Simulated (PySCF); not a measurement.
# One shape, several levels: InPH4O (SMILES O[PH][InH2])

Aim: a comparison of 3 runs (HF/STO-3G, HF/def2-TZVP, PBE0/def2-SVP) of InPH4O. 

The results are computed with PySCF 2.14.0.

## (1) The structure to begin with

InPH4O has 7 atoms, charge 0, and is taken as a singlet. SMILES: `O[PH][InH2]`. The shape is that of a PBE0-D4/def2-TZVP optimisation. This is one conformer, not always the lowest.

Bond lengths: O1–P2 1.670 Å, P2–In3 2.503 Å, O1–H4 0.960 Å, P2–H5 1.430 Å, In3–H6 1.723 Å, In3–H7 1.728 Å. Angles: O1–P2–In3 100.9°, O1–P2–H5 100.1°, In3–P2–H5 92.3°, P2–O1–H4 109.0°, P2–In3–H6 120.5°, P2–In3–H7 117.4°, H6–In3–H7 122.0°.

## (2) Energy and forces at HF/STO-3G (run 1)

input.py

```python
from pyscf import gto, scf

mol = gto.M(
    atom='''
O   -1.844500   0.146900   0.079200
P   -0.622800  -0.370000  -0.935500
In   1.396900   0.365900   0.345900
H   -2.634300   0.311800  -0.441900
H   -0.483700  -1.722100  -0.492200
H    1.278200   1.623200   1.518000
H    2.910100  -0.355700  -0.073500
''',
    verbose=4,
    spin=0,
    basis='sto-3g',
    max_memory=1860,
)

myscf = scf.RHF(mol)
myscf.conv_tol = 1e-10
myscf.kernel()
if not myscf.converged:
    myscf = myscf.newton().run(myscf.mo_coeff, myscf.mo_occ)

etot = myscf.e_tot
print('E(%s) = %.9f' % ('HF', etot))
grad = myscf.nuc_grad_method().kernel()
myscf.analyze()
```

Run with:

```sh
$ OMP_NUM_THREADS=1 python input.py
```

Log:

```text
PySCF version 2.14.0

[... 82 lines left out ...]
DFT Exchange-Correlation Energy =     -187.410086967706320
[... 10 lines left out ...]
MO #9   energy= -24.6947559588249  occ= 2
[... 8 lines left out ...]
MO #18  energy= -5.0443388207163   occ= 2
[... 8 lines left out ...]
MO #27  energy= -0.545886668729589 occ= 2
[... 8 lines left out ...]
MO #36  energy= -0.321475348286815 occ= 2
[... 8 lines left out ...]
MO #45  energy= 0.723282619300733  occ= 0
[... 55 lines left out ...]
Dipole moment(X, Y, Z, Debye):  0.24900, -0.09772, -0.62099
```

Wall time 3.6 s (1 thread of Intel Xeon at 2.70GHz, shared host); peak memory 0.12 GiB.

## (3) Energy and forces at HF/def2-TZVP (core potential) (run 2)

input.xyz

```xyz
7

O     -1.844500     0.146900     0.079200
P     -0.622800    -0.370000    -0.935500
In     1.396900     0.365900     0.345900
H     -2.634300     0.311800    -0.441900
H     -0.483700    -1.722100    -0.492200
H      1.278200     1.623200     1.518000
H      2.910100    -0.355700    -0.073500
```

input.py

```python
import pyscf.grad
from pyscf import gto, scf

mol = gto.M(
    atom='input.xyz',
    basis='def2-tzvp',
    ecp={'In': 'def2-svp'},
    spin=0,
    verbose=4,
    max_memory=1860,
)

hf = scf.RHF(mol)
hf.conv_tol = 1e-10
hf.kernel()
if not hf.converged:
    hf = hf.newton().run(hf.mo_coeff, hf.mo_occ)

energy = hf.e_tot
print('E(%s) = %.9f' % ('HF', energy))
grad = hf.Gradients().kernel()
hf.analyze()
```

Run with:

```sh
$ OMP_NUM_THREADS=1 python input.py
```

Log:

```text
PySCF version 2.14.0

[... 102 lines left out ...]
MO #12  energy= -1.03510304042799  occ= 2
[... 25 lines left out ...]
MO #38  energy= 0.316555735134994  occ= 0
[... 25 lines left out ...]
MO #64  energy= 1.03247613354676   occ= 0
[... 25 lines left out ...]
MO #90  energy= 2.00175242545806   occ= 0
[... 25 lines left out ...]
MO #116 energy= 3.17106800830793   occ= 0
[... 25 lines left out ...]
MO #142 energy= 125.686840301332   occ= 0
[... 152 lines left out ...]
Dipole moment(X, Y, Z, Debye): -0.28156, -0.02468, -0.36142
```

It took 39 s on 1 thread of Intel Xeon at 2.70GHz, shared host; peak memory 0.51 GiB.

## (4) Energy and forces at PBE0/def2-SVP (core potential) (run 3)

calc.py

```python
from pyscf import gto, dft

mol = gto.M(
    atom='''
O     -3.485600     0.277601     0.149666
P     -1.176921    -0.699199    -1.767839
In     2.639758     0.691451     0.653656
H     -4.978106     0.589217    -0.835070
H     -0.914061    -3.254297    -0.930123
H      2.415448     3.067403     2.868604
H      5.499292    -0.672176    -0.138895
''',
    unit='bohr',
    charge=0,
    verbose=4,
    max_memory=1860,
    basis='def2-svp',
    ecp={'In': 'def2-svp'},
)

calc0 = dft.RKS(mol, xc='pbe0')
calc0.grids.level = 5
calc0.conv_tol = 1e-10
calc0.kernel()
if not calc0.converged:
    calc0 = calc0.newton().run(calc0.mo_coeff, calc0.mo_occ)

etot = calc0.e_tot
print('E(%s) = %.9f' % ('PBE0', etot))
grad = calc0.nuc_grad_method().kernel()
calc0.analyze()
```

Run with:

```sh
$ OMP_NUM_THREADS=1 python calc.py
```

Log:

```text
PySCF version 2.14.0

[... 107 lines left out ...]
MO #3   energy= -6.62714872443036  occ= 2
[... 14 lines left out ...]
MO #18  energy= -0.490854068530035 occ= 2
[... 14 lines left out ...]
MO #33  energy= 0.184925358715381  occ= 0
[... 14 lines left out ...]
MO #48  energy= 0.686458207193146  occ= 0
[... 14 lines left out ...]
MO #63  energy= 1.60365633771494   occ= 0
[... 14 lines left out ...]
MO #78  energy= 61.1578555476686   occ= 0
[... 88 lines left out ...]
Dipole moment(X, Y, Z, Debye): -0.46994, -0.09276, -0.47910
```

It took 36 s on 1 thread of Intel Xeon at 2.70GHz, shared host; peak memory 0.76 GiB.

## (5) Overview of the runs

| run | level | core potential | integration grid | energy (Eh) | dipole moment (D) | HOMO energy (eV) | LUMO energy (eV) | wall time |
| --- | --- | --- | --- | --- | --- | --- | --- | --- |
| 1 | HF/STO-3G | – | – | -6095.940091 | 0.68 | -5.79 | 5.66 | 3.6 s |
| 2 | HF/def2-TZVP (core potential) | def2-svp | – | -607.170341 | 0.46 | -8.82 | 0.59 | 39 s |
| 3 | PBE0/def2-SVP (core potential) | def2-svp | 5 | -608.705260 | 0.68 | -6.40 | -1.72 | 36 s |

## (6) Results

| quantity | value |
| --- | --- |
| run 3: total energy | -608.70526 Eh |
| run 3: dipole moment | 0.68 D |
| run 3: HOMO energy | -6.40 eV |
| run 3: LUMO energy | -1.72 eV |
| run 3: HOMO–LUMO gap | 4.69 eV |
| run 3: largest force on an atom | 0.451 eV/Å |

In words: The dipole moment (its size) runs from 0.46 D (HF/def2-TZVP) to 0.68 D (PBE0/def2-SVP). The two ends differ in method and basis. The HOMO–LUMO gap runs from 4.69 eV (PBE0/def2-SVP) to 11.44 eV (HF/STO-3G). The two ends differ in method and basis and core potential. Some runs of one species differ in core potentials or relativity; totals across that change don't compare. In run 1 the basis is minimal, so the values are rough. In run 1 relativity is left out where basis or elements ask for it. All runs together took 79 s, the longest 39 s.
